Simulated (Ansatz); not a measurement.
Run this with the Ansatz DFT code, driven from Python and show what comes out.

Input file `albe.xyz`:
```text
2

Be    0.00000    0.00000    0.00000
Al    0.00000    0.00000    2.15500
```

The script, `albe_x2c.py`:
```python
"""Scalar relativity in AlBe."""

import ansatz as az
import numpy as np

FUNCTIONAL = "PBE0"
VDW = "d4"

system = az.Crystal.molecule_from_extxyz("albe.xyz")

calc = (
    system.calculation()
    .functional(FUNCTIONAL, dispersion=VDW)
    .spin("collinear", total=1)
    .forces()
)
# a set contracted for a scalar-relativistic Hamiltonian goes with the relativistic run
sets = {"none": "cc-pVTZ", "scalar": "cc-pVTZ-DK"}
found = {kind: calc.basis(gaussian=basis).pseudopotentials(relativity=kind).run(threads=1).report for kind, basis in sets.items()}
for kind, each in found.items():
    dipole = 4.803205 * np.linalg.norm(each["charge_distribution"]["dipole_moment_e_ang"])
    print(f"{kind:7s} E = {each['free_energy_ev']:.4f} eV  dipole {dipole:.3f} D  largest force component {np.abs(each['forces_ev_ang']).max():.4f} eV/A")
print(f"relativity lowers the total energy by {found['none']['free_energy_ev'] - found['scalar']['free_energy_ev']:.3f} eV")
```

```console
$ python albe_x2c.py
none    E = -6990.9302 eV  dipole 0.419 D  largest force component 1.6643 eV/A
scalar  E = -7002.9682 eV  dipole 0.406 D  largest force component 1.6622 eV/A
relativity lowers the total energy by 12.038 eV
```

The total moves by -12.0 eV, nearly all in the cores, and the dipole from 0.42 to 0.41 D.

What to keep in mind:
- These settings explore the input space; basis and method may be short of convergence.
- The geometry is a force-field or estimated start, not a minimum of this method. The basis set changes with the Hamiltonian (a set recontracted for scalar relativity), and most of the change in the total lies in the cores.
- The run takes the species as open-shell (spin multiplicity 2), which needn't be its ground state.
- The expectation value of S² is noticeably off S(S+1) in at least one run, so that state is spin-contaminated.
- The spin state was assumed, and another may lie lower.
- Wall time of the script: 12 s on 1 thread of Arm Neoverse V1, with other jobs on the host, peak memory 0.21 GiB.
